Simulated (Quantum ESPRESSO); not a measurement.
# NbTe: zone-centre phonons under several settings

```xyz
2
Lattice="3.7030 0.0000 0.0000 -1.8515 3.2069 0.0000 0.0000 0.0000 3.6942" Properties=species:S:1:pos:R:3 pbc="T T T"
Te    1.8515    1.0690    0.0000
Nb    0.0000    0.0000    1.8471
```

The cell comes from a database or a generator and needn't be the stable form of this composition.

All runs used Quantum ESPRESSO 7.5; potentials GBRV 1.5 PBE; k mesh 8 × 8 × 7; relaxed cell; no spin polarisation; cutoff 612 eV; occupations cold, width 0.2 eV.

```tsv
level	volume (Å³/atom)	lowest optical mode without the field (cm⁻¹)	highest optical mode without the field (cm⁻¹)
PBE	?	?	?
PBE+D2	21.22	230	237
PBE+D3(BJ)	21.02	236	245
rPW86PBE+rVV10	22.61	215	217
```

**Question.** What stands in the row left open?

**Answer.** Volume 21.87 Å³/atom; lowest optical mode without the field 224 cm⁻¹; highest optical mode without the field 225 cm⁻¹.

Caveats: the mesh is thin for the phonons of a metal; pairwise dispersion overbinds metals, which lowers pressure and volume (some runs); the potentials were made for another functional, which shifts forces and pressure (some runs).

For the row left open. Caveat: the mesh is thin for the phonons of a metal.
